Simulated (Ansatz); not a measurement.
# MoNH (singlet): the correlation ladder, def2-SVP

An exercise on one series of results from a longer session: the logs are not shown, and one member is left open.

Program: Ansatz 0.2.0, Gaussian basis. Level of theory: def2-SVP, core rule «outside noble gas», up to 5 orbitals frozen. These are calculated values, not measurements.

Plan: UHF; CCSD(T) on RHF; CCSD(T) on UHF; CISD; CCSDT(Q) on RHF; CCSDT(Q) on UHF; CCSDTQ on RHF; CASSCF and MRCISD+Q, 12 electrons in 11 orbitals; CASSCF and NEVPT2, 12 electrons in 11 orbitals.

4 further runs of the same task are left out: 4 set aside as unsound or not needed.

## The system

The geometry is a PBE0/def2-TZVP stationary point (not a proven minimum). No spin-orbit coupling is included. Elements past krypton take def2 core potentials.

3 atoms, charge 0, spin multiplicity 1.

Atoms are counted from 1 here; the program's logs count them from 0.

Bond lengths: Mo1–N2 1.662 Å, N2–H3 1.015 Å. Angles: Mo1–N2–H3 180.0°.

The first run:

Input file in.yaml:

```yaml
crystal:
  periodic: [false, false, false]
  atoms:
    - {symbol: Mo, position_ang: [0.000000, 0.000000, 1.446270]}
    - {symbol: N, position_ang: [0.000000, 0.000000, -0.215519]}
    - {symbol: H, position_ang: [0.000000, 0.000000, -1.230751]}
basis:
  gaussian: {orbitals: def2-SVP}
magnetization: {spin_polarized: true, initial_magnetization: 0}
hamiltonian: {xc: hf}
output: {orbitals: {seedname: orbitals}}
```

Started as:

```bash
$ ansatz run in.yaml --threads 1 --pin off --events-out ev --progress --plain --max-ram 3968MiB --backend cpu
```

Among the steps run: UHF; CCSD(T) on RHF; CCSD(T) on UHF; CISD; CCSDT(Q) on RHF; CCSDT(Q) on UHF; CCSDTQ on RHF; CASSCF and MRCISD+Q, 12 electrons in 11 orbitals; CASSCF and NEVPT2, 12 electrons in 11 orbitals.

One of the session's tables, all rows but one given; the rest of the session is left out.

| method | from RCCSDTQ (meV) |
| --- | --- |
| RHF | +9980.0 |
| RMP2 | +530.3 |
| RCCSD | +696.3 |
| RCCSD(T) | +63.2 |
| RCCSDT | ? |
| RCCSDT(Q) | -2.6 |
| RCCSDTQ | 0 |
| CASSCF valence | +5378.8 |
| NEVPT2 valence | +1294.7 |
| MRCISD valence | +548.0 |
| MRCISD+Q valence | +118.3 |

**Question.** Estimate the row for RCCSDT.

The run gave: from RCCSDTQ (meV): +47.8. In the column «from RCCSDTQ (meV)» it lies between RCCSDTQ (0) and RCCSD(T) (+63.2).

Not comparable, so not listed: CISD (they don't share determinant, frozen orbitals or solution with the rows shown, or repeat one).

Caveats from the session: Left out of the table: UHF, UMP2, UCCSD, UCCSD(T), UCCSDT, UCCSDT(Q) (another determinant or state than the rows shown).
